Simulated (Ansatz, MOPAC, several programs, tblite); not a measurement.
Energy against volume for TlLaO2 as one 8-atom ordering (I4_1/amd) on the rocksalt lattice (no longer in that coordination), at fixed shape and fractional coordinates, computed by several methods (PBE and r2SCAN, where shown, with plane waves in Ansatz); the cell shown is that of r2SCAN. With free coordinates or axes held, a curve is too stiff, and on another method's shape its minimum isn't the method's own volume. The symmetry is I4_1/amd (No. 141, tetragonal); conventional cell a = 5.085 Å, c = 11.754 Å, 18.99 Å³ an atom. Around Tl lie 4 O at 2.60 Å; around O lie 3 La at 2.38–2.60 Å and 2 Tl at 2.60 Å; around La lie 6 O at 2.38–2.60 Å. (Calculated; spin-unpolarised; the phase may be known or hypothetical.) Energies count from each curve's lowest point; fits are third-order Birch-Murnaghan.

Space group I4_1/amd:1 (No. 141). a = 5.085 Å, b = 5.085 Å, c = 11.754 Å, α = 90.00°, β = 90.00°, γ = 90.00°

| atom | site | symmetry | x | y | z |
| --- | --- | --- | --- | --- | --- |
| Tl | 4a | -4m2 | 0.0000 | 0.5000 | 0.2500 |
| O | 8e | 2mm. | 0.5000 | 0.0000 | 0.4527 |
| La | 4b | -4m2 | 0.5000 | 0.0000 | 0.2500 |

GFN1-xTB (tblite), on the shape of the cell shown, as a cluster of 64 atoms at the zone centre:
```tsv
V (Å³/atom)	E (meV/atom)
16.713	98.49
17.853	49.58
18.993	17.83
20.132	1.80
21.272	0.00
```
This method closes the gap of a crystal that DFT finds insulating, so its curve rests on a wrong state.
The fit gives a pressure derivative B′ of 1.5, outside the usual 2 to 7: a trait of the method or a rough curve, so no modulus is quoted.

light PBE (260 eV, its own mesh), on the shape of the cell shown:
```csv
V (Å³/atom),E (meV/atom)
17.473,78.94
18.233,22.81
18.993,3.09
19.752,0.00
20.512,5.60
21.272,26.97
```
The points scatter about a smooth fit, as a low cutoff and a light mesh can make them, so no fit is quoted.

PBE, on the shape of its own relaxed cell:
```tsv
V (Å³/atom)	E (meV/atom)
18.233	20.80
18.814	4.87
19.396	0.00
19.978	4.52
20.560	17.01
```
V₀ = 19.39 Å³ an atom and B₀ = 86 GPa.

r2SCAN, on the shape of its own relaxed cell:
```tsv
V (Å³/atom)	E (meV/atom)
17.853	22.78
18.423	5.41
18.993	0.00
19.562	4.79
20.132	18.27
```
V₀ = 18.99 Å³ an atom and B₀ = 95 GPa.

PM7 (MOPAC), on the shape of the cell shown, as a cluster of 64 atoms at the zone centre:

| V (Å³/atom) | E (meV/atom) |
| --- | --- |
| 16.713 | 0.00 |
| 17.853 | 165.75 |
| 18.993 | 329.25 |
| 20.132 | 507.16 |
| 21.272 | 680.90 |

The lowest point is an end point, so the minimum isn't bracketed.

Spin-orbit coupling is left out; in compounds of Pb, Bi, Tl or Hg it can lower a gap by up to about 1 eV, split its edges or invert the bands.
